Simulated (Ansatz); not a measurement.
**H4MoO4S: a ladder of functionals and wavefunction methods**

An exercise on one series of results from a longer session: the logs are not shown, and one member is left open.

Program: Ansatz 0.2.0, Gaussian basis. Level of theory: functionals in def2-TZVPP, the program's frozen cores in correlated methods. These are calculated values, not measurements.

Levels to be run: LDA (SPW92), PBE-D4, revPBE-D4, BLYP-D4, r2SCAN-D4, B97M-V, PBE0-D4, B3LYP-D4, r2SCANh-D4, r2SCAN0-D4, HSE06-D4, BHLYP-D4, CAM-B3LYP-D4, LC-ωPBE, ωB97X-V, ωB97M-V, B2PLYP, PBE-QIDH; CCSD(T)/def2-SVP; CCSD(T)/def2-TZVPP; MP2/def2-QZVPP; extrapolation to the limit; RPA on PBE.

1 further run of the same task is left out (for a known fault of the program). Runs told in other sessions of the task aren't counted.

### Structure used throughout

An earlier PBE0-D4 in a triple-zeta def2 set relaxation fixed the geometry. Mo takes the def2 core potential; no spin-orbit term is included.

SMILES `[OH][Mo]([OH])([OH])([OH])=[S]`, 10 atoms, charge 0, spin multiplicity 1.

Atoms are counted from 1 here; the program's logs count them from 0.

Bond lengths: O1–Mo2 1.857 Å, O1–H7 0.970 Å, Mo2–O3 2.027 Å, Mo2–O4 1.873 Å, Mo2–O5 1.873 Å, Mo2–S6 2.105 Å, O3–H8 0.958 Å, O4–H9 0.965 Å, O5–H10 0.965 Å. Angles: Mo2–O1–H7 107.7°, O1–Mo2–O3 80.2°, O1–Mo2–O4 119.0°, O1–Mo2–O5 119.1°, O1–Mo2–S6 98.9°, O3–Mo2–O4 84.6°, O3–Mo2–O5 84.6°, O3–Mo2–S6 179.1°, O4–Mo2–O5 117.7°, O4–Mo2–S6 95.8°, O5–Mo2–S6 95.8°, Mo2–O3–H8 129.9°, Mo2–O4–H9 109.5°, Mo2–O5–H10 109.6°.

The first run:

in.yaml

```yaml
crystal:
  periodic: [false, false, false]
  atoms:
    - {symbol: O, position_ang: [-1.221513, -0.533907, -1.407084]}
    - {symbol: Mo, position_ang: [-0.397473, 0.522483, -0.121414]}
    - {symbol: O, position_ang: [0.696060, -1.173743, 0.072750]}
    - {symbol: O, position_ang: [-0.815944, 0.250456, 1.683440]}
    - {symbol: O, position_ang: [1.245590, 1.326828, -0.521598]}
    - {symbol: S, position_ang: [-1.549837, 2.269607, -0.346224]}
    - {symbol: H, position_ang: [-0.776000, -1.396070, -1.411477]}
    - {symbol: H, position_ang: [1.427477, -1.369837, 0.659943]}
    - {symbol: H, position_ang: [-0.456194, -0.596649, 1.974142]}
    - {symbol: H, position_ang: [1.931035, 0.649832, -0.579478]}
basis:
  gaussian: {orbitals: def2-TZVPP}
hamiltonian: {xc: lda}
output: {orbitals: {seedname: orbitals}}
```

On the command line:

```bash
> ansatz run in.yaml --threads 4 --pin off --events-out ev --progress --plain --max-ram 11315MiB
```

Steps of the session up to this table: LDA; PBE-D4 (GGA); revPBE-D4 (GGA); BLYP-D4 (GGA); r2SCAN-D4 (meta-GGA); B97M-V (meta-GGA); PBE0-D4 (hybrid); B3LYP-D4 (hybrid); r2SCANh-D4 (hybrid); r2SCAN0-D4 (hybrid); HSE06-D4 (hybrid); BHLYP-D4 (hybrid); CAM-B3LYP-D4 (range-separated); LC-ωPBE (range-separated); ωB97X-V (range-separated); ωB97M-V (range-separated); B2PLYP (double hybrid); PBE-QIDH (double hybrid).

One table of the session follows, with a row left open; its other results are not shown here.

It belongs to the step «Orbital energies across the functionals». 

```
  functional  HOMO (eV)  LUMO (eV)  gap (eV)
 LDA (SPW92)      -7.08      -4.18      2.90
      PBE-D4      -6.89      -4.00      2.88
   revPBE-D4      -6.81      -3.93      2.88
     BLYP-D4      -6.76      -3.89      2.87
   r2SCAN-D4      -7.22      -4.04      3.18
      B97M-V      -7.32      -4.01      3.31
     PBE0-D4      -8.36      -3.42      4.94
    B3LYP-D4      -8.10      -3.59      4.51
  r2SCANh-D4      -7.77      -3.80      3.96
  r2SCAN0-D4          ?          ?         ?
    HSE06-D4      -7.96      -3.79      4.17
    BHLYP-D4      -9.46      -2.67      6.78
CAM-B3LYP-D4      -9.64      -2.42      7.22
     LC-ωPBE     -10.94      -1.40      9.53
     ωB97X-V     -10.61      -1.43      9.18
     ωB97M-V     -10.50      -1.44      9.06
```

Q: Estimate the row for r2SCAN0-D4 from the others.

Worked estimate for «HOMO (eV)». Against the share of exact exchange, r2SCAN-D4 (0, -7.22), r2SCANh-D4 (0.1, -7.77) give a slope of -5.50 per unit share; at 0.25 the line stands at -8.59.

**Answer.** HOMO (eV): -8.56; LUMO (eV): -3.44; gap (eV): 5.12. In «HOMO (eV)» the line misses by -0.03.
